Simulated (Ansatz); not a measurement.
**AlH3O + NH3 + NH3: a complex and its separated parts**

Aim: how far the complex at one end of a reaction step lies below its separated, relaxed parts, level by level.

Method: PBE0-D4/def2-TZVP structures, single points in def2-TZVPP, no counterpoise correction; program: Ansatz 0.2.0, Gaussian basis.

Levels: SPW92, PBE-D4, BLYP-D4, r2SCAN-D4, B97M-V, PBE0-D4, B3LYP-D4, r2SCAN0-D4, BHLYP-D4, CAM-B3LYP-D4, wB97X-V, wB97M-V, B2PLYP, PBE-QIDH, RPA on PBE, Hartree-Fock, MP2, CCSD, CCSD(T).

Correlated methods freeze the cores. B3LYP uses VWN-RPA correlation. B2PLYP carries no dispersion term here.

113 further runs of the same task are left out: 113 set aside as unsound or not needed.

### 1 The system as given

The complex: 13 atoms, charge 0, spin multiplicity 1.

Atoms are counted from 1 here; the program's logs count them from 0.

Bond lengths: Al1–N2 2.013 Å, Al1–H3 1.603 Å, Al1–H4 1.604 Å, Al1–O6 1.753 Å, N2–H7 1.044 Å, N2–H9 1.014 Å, N2–H10 1.014 Å, H5–N8 1.023 Å, O6–H11 0.955 Å, N8–H12 1.012 Å, N8–H13 1.012 Å. Angles: N2–Al1–H3 100.9°, N2–Al1–H4 105.2°, N2–Al1–O6 97.6°, H3–Al1–H4 118.7°, H3–Al1–O6 115.4°, H4–Al1–O6 114.8°, Al1–N2–H7 106.5°, Al1–N2–H9 112.7°, Al1–N2–H10 112.5°, H7–N2–H9 108.9°, H7–N2–H10 108.2°, H9–N2–H10 107.9°, Al1–O6–H11 119.7°, H5–N8–H12 107.8°, H5–N8–H13 108.4°, H12–N8–H13 107.4°.

As a file:

```tsv
atom	x (Å)	y (Å)	z (Å)
Al1	-1.3990	-0.2097	-0.8299
N2	0.2738	-1.2702	-0.4682
H3	-1.0422	0.4449	-2.2486
H4	-2.5961	-1.2752	-0.7533
H5	0.6366	1.2164	0.9796
O6	-1.2897	0.8718	0.5454
H7	0.9538	-0.6119	-0.0277
N8	1.6058	0.9161	0.8483
H9	0.6861	-1.6511	-1.3127
H10	0.1158	-2.0384	0.1748
H11	-2.0792	1.1012	1.0310
H12	2.0802	1.6277	0.3063
H13	2.0539	0.8783	1.7550
```

Its parts: AlH3O holds atoms 1, 3, 4, 6, 11; NH3 holds atoms 2, 7, 9, 10; NH3 holds atoms 5, 8, 12, 13. Each part counts its atoms afresh in its own runs.

### 2 Relaxing AlH3O alone

The input, relax-a/in.yaml:

```yaml
crystal:
  periodic: [false, false, false]
  atoms:
    - {symbol: Al, position_ang: [-1.399000, -0.209679, -0.829935]}
    - {symbol: H, position_ang: [-1.042160, 0.444927, -2.248593]}
    - {symbol: H, position_ang: [-2.596105, -1.275226, -0.753259]}
    - {symbol: O, position_ang: [-1.289651, 0.871796, 0.545389]}
    - {symbol: H, position_ang: [-2.079225, 1.101218, 1.031015]}
basis:
  gaussian: {orbitals: def2-TZVP}
hamiltonian: {xc: pbe0, dispersion: d4}
relax: {f_tol: 0.005, max_steps: 200}
```

Command:

```
$ ansatz run in.yaml --threads 4 --pin off --events-out ev --progress --plain --max-ram 9574MiB
```

After this run come: Relaxing NH3 alone; Relaxing NH3 alone; SPW92/def2-TZVPP; PBE-D4/def2-TZVPP; BLYP-D4/def2-TZVPP; r2SCAN-D4/def2-TZVPP; B97M-V/def2-TZVPP; PBE0-D4/def2-TZVPP; B3LYP-D4/def2-TZVPP; r2SCAN0-D4/def2-TZVPP; BHLYP-D4/def2-TZVPP; CAM-B3LYP-D4/def2-TZVPP; wB97X-V/def2-TZVPP; wB97M-V/def2-TZVPP; B2PLYP/def2-TZVPP; PBE-QIDH/def2-TZVPP; RPA on PBE/def2-TZVPP; CCSD(T)/def2-TZVPP; Vibrations of AlH3O; Vibrations of NH3; Vibrations of NH3.

What does the calculation give? Wanted: complex less parts, CCSD(T)/def2-TZVPP; with zero-point energy; largest T1 diagnostic.

**Answer**, as computed:

| quantity | value |
| --- | --- |
| complex less parts, CCSD(T)/def2-TZVPP | -40.2 kcal/mol |
| with zero-point energy | -34.9 kcal/mol |
| largest T1 diagnostic | 0.012 |

What this shows: At CCSD(T) the complex lies 40.2 kcal/mol below its parts. Among the functionals B3LYP-D4 lands nearest to CCSD(T) (-0.2 kcal/mol) and SPW92 farthest (-12.5 kcal/mol). By rung, the mean size of the error is: LDA 12.5, GGA 1.5, meta-GGA 1.6, hybrid 1.8, range-separated hybrid 1.0, double hybrid 1.8 kcal/mol. PBE-D4 gives a relative energy 1.8 kcal/mol too low, outside chemical accuracy (1 kcal/mol). No counterpoise was applied, and triple zeta lacks some correlation, so the CCSD(T) reference has a basis error of its own, and close matches with it are partly luck.
